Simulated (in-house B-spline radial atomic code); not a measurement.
# Si¹¹⁺: ionisation energy by several methods

The task here is to estimate one member of a computed series from the others.

Program: in-house B-spline radial atomic code version 1. Level of theory: scalar-relativistic (X2C), several functionals, spin-polarised; spherical all-electron atom at the radial basis limit. These are calculated values, not measurements, unless marked.

### The atom as given

- element: silicon (Z = 14)
- charge: +11
- electrons: 3
- configuration: [He] 2s1
- nucleus: Fermi, rms radius 3.122 fm

Outer shells as boxes (Hund's rule):

[He] 2s1
```
[He] core
2s [↑ ]
```

Where spins are not typed, each open shell is filled with up spins first.

The first run:

Settings of the run:

```ini
Z = 14
electrons = 3.0
configuration = [He] 2s1
hamiltonian = x2c
method = scan,scan
spin_polarised = True
nucleus = fermi
rms_radius = 3.1224
mass_number = 28
atomic_mass = 27.97692653442
speed_of_light = 137.035999084
```

Steps of the session up to this table: SCAN, a meta-GGA; B97-1, a global hybrid; PW91, a GGA; exchange-only LDA; OLYP, a GGA; RPBE, a GGA; PBE0, a global hybrid.

One of the session's tables, all rows but one given; the rest of the session is left out.

```
           method  ΔSCF (eV)
exchange-only LDA     521.23
             PW91     524.81
             OLYP     524.95
             RPBE     524.85
             SCAN     523.08
            B97-1     524.04
             PBE0          ?
```

Estimate the missing values for PBE0.

**Answer.** ΔSCF (eV): 524.37. In the column «ΔSCF (eV)» it lies between B97-1 (524.04) and PW91 (524.81).

Limits of these values: Mean absolute error by rung (exchange-only levels left out): GGA 1.46 eV, meta-GGA 0.33 eV, global hybrid 0.79 eV. Relativistic terms that these runs lack can be as large as the gaps between close methods, so the nearest may be so by luck.
